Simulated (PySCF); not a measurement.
**[Nd(H2CO)]3+: other functionals and bases at one geometry**

Aim: see how levels, charges and forces of [Nd(H2CO)]3+ depend on the level of theory. It is a constructed species; whether it can be made isn't addressed.

Computed with PySCF 2.14.0. Level: several levels, as the steps say, no spin–orbit coupling.

1 further run of the same task is left out (for a known fault of the program).

**1. Starting geometry**

5 atoms, charge 3, spin multiplicity 1.

Bond lengths: Nd1–O2 2.136 Å, O2–C3 1.266 Å, C3–H4 1.113 Å, C3–H5 1.113 Å. Angles: Nd1–O2–C3 180.0°, O2–C3–H4 119.3°, O2–C3–H5 119.3°, H4–C3–H5 121.4°.

Geometry (Å):

```xyz
5

Nd    0.0000    0.0000   -0.2514
O     0.0000    0.0000    1.8850
C     0.0000    0.0000    3.1514
H     0.9711    0.0000    3.6960
H    -0.9711    0.0000    3.6960
```

Formal oxidation states: Nd +3. Each metal's 3 4f electrons lie in its core potential, so multiplicities, spins and levels count the valence alone. An earlier session relaxed this geometry at PBE0, Nd lcecp-1-SVP with ECP49, O def2-SVP, C def2-SVP, H def2-SVP (singlet, point group C2v).

At PBE0 on the finer grid: E = -146.936622 Eh, HOMO -25.01 eV, LUMO -19.41 eV, Mulliken charge on Nd1 +2.46 e, largest force component 0.014 eV/Å. 

Levels to run: B3LYP; wB97X; PBE0, TZVP. Hardware: 2 threads of Arm Neoverse V1, shared host.

**2. B3LYP**

Input file run.py (the lines that set the calculation):

```python
mol = gto.M(atom='''
Nd     0.00000     0.00000    -0.25141
O      0.00000     0.00000     1.88503
C      0.00000     0.00000     3.15144
H      0.97114     0.00000     3.69598
H     -0.97114     0.00000     3.69598''',
    basis={'Nd': 'lcecp-1-SVP', 'O': 'def2-SVP', 'C': 'def2-SVP', 'H': 'def2-SVP'},
    ecp={'Nd': 'lcecp-1-SVP'},
    charge=3, spin=0)
mf = dft.RKS(mol, xc='B3LYP')
mf.grids.atom_grid = (75, 302)  # f atoms: unpruned, at least (60, 302)
mf = mf.density_fit()  # fitting sets: Nd AutoAux, O def2-universal-JKFIT, C def2-universal-JKFIT, H def2-universal-JKFIT
mf.conv_tol = 1e-08; mf.max_cycle = 55
mf.kernel(dm0)  # dm0: the density of the relaxed state
```

The run is started by

```console
$ OMP_NUM_THREADS=2 python run.py
```

**3. wB97X**

Edit run.py (the lines that set the calculation) of step 2 so:

```diff
@@ -9,3 +9,3 @@
     charge=3, spin=0)
-mf = dft.RKS(mol, xc='B3LYP')
+mf = dft.RKS(mol, xc='WB97X')
 mf.grids.atom_grid = (75, 302)  # f atoms: unpruned, at least (60, 302)
```

**4. PBE0, TZVP**

Basis: Nd lcecp-1-TZVP with ECP49, O def2-TZVP, C def2-TZVP, H def2-TZVP. 

Input file run.py (the lines that set the calculation):

```python
mol = gto.M(atom='''
Nd     0.00000     0.00000    -0.25141
O      0.00000     0.00000     1.88503
C      0.00000     0.00000     3.15144
H      0.97114     0.00000     3.69598
H     -0.97114     0.00000     3.69598''',
    basis={'Nd': 'lcecp-1-TZVP', 'O': 'def2-TZVP', 'C': 'def2-TZVP', 'H': 'def2-TZVP'},
    ecp={'Nd': 'lcecp-1-TZVP'},
    charge=3, spin=0)
mf = dft.RKS(mol, xc='PBE0')
mf.grids.atom_grid = (75, 302)  # f atoms: unpruned, at least (60, 302)
mf = mf.density_fit()  # fitting sets: Nd AutoAux, O def2-universal-JKFIT, C def2-universal-JKFIT, H def2-universal-JKFIT
mf.conv_tol = 1e-08; mf.max_cycle = 55
mf.kernel(dm0)  # dm0: free metal ions and neutral atoms
```

Before running it: what results should come out? Wanted: for each run, HOMO; gap; charge on Nd1; dipole; largest force.

**Answer**, as computed:

| level | state | HOMO (eV) | gap (eV) | charge on Nd1 (e) | dipole (D) | largest force (eV/Å) | basis functions | time |
| --- | --- | --- | --- | --- | --- | --- | --- | --- |
| PBE0 (relaxed here) | singlet | -25.01 | 5.60 | 2.46 | 4.14 | 0.01 | 71 | 4.9 s |
| B3LYP | singlet | -24.82 | 5.07 | 2.44 | 4.23 | 0.32 | 71 | 2.2 s |
| wB97X | singlet | -27.26 | 10.39 | 2.49 | 3.71 | 0.29 | 71 | 2.8 s |
| PBE0, TZVP | singlet | -24.98 | 5.64 | 2.57 | 4.20 | 0.38 | 121 | 6.9 s |

Times are on 2 threads of Arm Neoverse V1, shared host; the first row also made further properties. The dipole of a charged species depends on the origin, so these sizes hold for this origin alone.

In one basis the HOMO–LUMO gap runs from 5.07 eV (B3LYP) to 10.39 eV (wB97X). The largest leftover force, 0.38 eV/Å with PBE0, TZVP, stands at a geometry relaxed at another level. The Mulliken charge on Nd spans +2.44 to +2.57 e over the levels. With 4f in the core, its levels are missing from HOMO and gap. Total energies of different levels can't be compared. Spin–orbit coupling is left out throughout.
